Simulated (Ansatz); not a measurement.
Task: the levels without and with spin-orbit coupling of Ga3Se, space group Pm-3m, with Ansatz 0.2.0 through its Python package. Give the script and its output. Use (first run): LDA, PAW, cutoff 470 eV, 3×3×3 k-points, cold smearing of 0.1 eV.

Contents of `ga3se.cif`:
```cif
data_Ga3Se
_cell_length_a 4.432465
_cell_length_b 4.432465
_cell_length_c 4.432465
_cell_angle_alpha 90.00000
_cell_angle_beta 90.00000
_cell_angle_gamma 90.00000
_symmetry_space_group_name_H-M 'P 1'
_symmetry_Int_Tables_number 1
loop_
_symmetry_equiv_pos_as_xyz
'x, y, z'
loop_
_atom_site_label
_atom_site_type_symbol
_atom_site_fract_x
_atom_site_fract_y
_atom_site_fract_z
Ga1 Ga    0.000000    0.500000    0.500000
Ga2 Ga    0.500000    0.000000    0.500000
Ga3 Ga    0.500000    0.500000    0.000000
Se4 Se    0.000000    0.000000    0.000000
```

The script, `soc_ga3se.py`:
```python
"""Levels of Ga3Se without and with spin-orbit coupling."""

import warnings

import ansatz as az
from ase.io import read


def main() -> None:
    warnings.simplefilter("ignore", az.DeckWarning)

    atoms = read("ga3se.cif")
    cell = az.Crystal.from_ase(atoms)

    setup = cell.calculation()
    setup = setup.basis(470, xc_grid=3).functional("lda")
    setup = setup.kpoints(mesh=(3, 3, 3), center="gamma")
    setup = setup.accuracy("low")
    setup = setup.occupations("cold")
    setup = setup.mixing("broyden", preconditioner="local_kerker")
    setup = setup.band_table()
    for label, variant in (("scalar-relativistic", setup), ("spin-orbit", setup.spin(soc=True))):
        rep = variant.run().report
        zero = rep["band_edges_ev"][0] if rep.get("band_edges_ev") else rep["fermi_energy_ev"]
        near = [round(e - zero, 3) for e in rep["eigenvalues_ev"][0] if abs(e - zero) < 2]
        print(label)
        print("  band edges (eV):", [round(e, 3) for e in rep.get("band_edges_ev") or []] or "none reported")
        print("  levels at k =", rep["kpoints_frac"][0], "within 2 eV of the zero:", near)


if __name__ == "__main__":
    main()
```

```console
$ python soc_ga3se.py
scalar-relativistic
  band edges (eV): none reported
  levels at k = [0.0, 0.0, 0.0] within 2 eV of the zero: [1.289, 1.289, 1.289]
spin-orbit
  band edges (eV): none reported
  levels at k = [0.0, 0.0, 0.0] within 2 eV of the zero: [1.197, 1.197, 1.335, 1.335, 1.335, 1.335]
```

The settings weren't tested for convergence. The computed bands are complete only to about 3.5 eV above the Fermi level. For a metal this mesh is far too coarse, so the numbers only illustrate the procedure. The structure comes from a database of computed cells and needn't be a stable or known phase. Gaps and levels are Kohn-Sham values on a finite set of k-points. With spin-orbit coupling each level holds one electron and, with inversion or at time-reversal points, comes in pairs; a window in energy can cut a split set. Wall time of the script: 6.7 s on 1 thread of Arm Neoverse V2, with other jobs on the host, peak memory 0.66 GiB.
